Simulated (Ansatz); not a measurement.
# CH₅AlSn: small, medium and large basis sets

One table from this session's results is given with a row withheld; the runs are named, their logs left out.

Computed with Ansatz 0.2.0, Gaussian basis. Level: one geometry, several basis sets.

Plan: PBE0-D4/def2-SVP; ωB97M-V/def2-SVP; PBE0-D4/def2-QZVPP; ωB97M-V/def2-QZVPP; the functionals' def2-TZVPP values are taken from earlier runs.

### The relaxed structure

An earlier PBE0-D4 in a triple-zeta def2 set relaxation fixed the geometry. Sn takes the def2 core potential; no spin-orbit term is included.

SMILES `[CH2]1[AlH][SnH2]1`, 8 atoms, charge 0, spin multiplicity 1.

Atoms are counted from 1 here; the program's logs count them from 0.

Bond lengths: C1–Al2 1.925 Å, C1–Sn3 2.260 Å, C1–H4 1.092 Å, C1–H5 1.092 Å, Al2–Sn3 2.543 Å, Al2–H6 1.585 Å, Sn3–H7 1.709 Å, Sn3–H8 1.709 Å. Angles: Al2–C1–Sn3 74.4°, Al2–C1–H4 119.9°, Al2–C1–H5 120.7°, Sn3–C1–H4 113.3°, Sn3–C1–H5 114.8°, H4–C1–H5 109.4°, C1–Al2–Sn3 58.8°, C1–Al2–H6 145.2°, Sn3–Al2–H6 155.9°, C1–Sn3–Al2 46.8°, C1–Sn3–H7 110.7°, C1–Sn3–H8 111.0°, Al2–Sn3–H7 125.9°, Al2–Sn3–H8 125.4°, H7–Sn3–H8 108.2°.

Set-up of the first run:

in.yaml

```yaml
crystal:
  periodic: [false, false, false]
  atoms:
    - {symbol: C, position_ang: [-0.827511, 0.226223, -0.522341]}
    - {symbol: Al, position_ang: [-0.030228, 1.312379, 0.852147]}
    - {symbol: Sn, position_ang: [0.994209, -0.914895, 0.175558]}
    - {symbol: H, position_ang: [-1.765688, -0.297679, -0.327247]}
    - {symbol: H, position_ang: [-0.797770, 0.540466, -1.567524]}
    - {symbol: H, position_ang: [-0.129838, 2.673383, 1.657561]}
    - {symbol: H, position_ang: [0.549192, -2.448789, 0.783120]}
    - {symbol: H, position_ang: [2.099733, -1.148090, -1.106973]}
basis:
  gaussian: {orbitals: def2-SVP}
hamiltonian: {xc: pbe0, dispersion: d4}
output: {orbitals: {seedname: orbitals}}
```

Started as:

```console
> ansatz run in.yaml --threads 2 --pin off --events-out ev --progress --plain --max-ram 4352MiB
```

Among the steps run: PBE0-D4 in def2-SVP; ωB97M-V in def2-SVP; PBE0-D4 in def2-QZVPP; ωB97M-V in def2-QZVPP.

One table of the session follows, with a row left open; its other results are not shown here.

It belongs to the step «Density functionals: the series». 

| functional | basis | HOMO (eV) | LUMO (eV) |
| --- | --- | --- | --- |
| PBE0-D4 | def2-SVP | -5.94 | -1.97 |
| PBE0-D4 | def2-TZVPP | -5.98 | -1.99 |
| PBE0-D4 | def2-QZVPP | -5.99 | -2.00 |
| ωB97M-V | def2-SVP | ? | ? |
| ωB97M-V | def2-TZVPP | -7.88 | -0.36 |
| ωB97M-V | def2-QZVPP | -7.89 | -0.45 |

**Question.** Estimate the row for ωB97M-V, def2-SVP.

As computed: HOMO (eV): -7.81; LUMO (eV): -0.27. In the column «HOMO (eV)» it lies between ωB97M-V, def2-TZVPP (-7.88) and PBE0-D4, def2-QZVPP (-5.99).
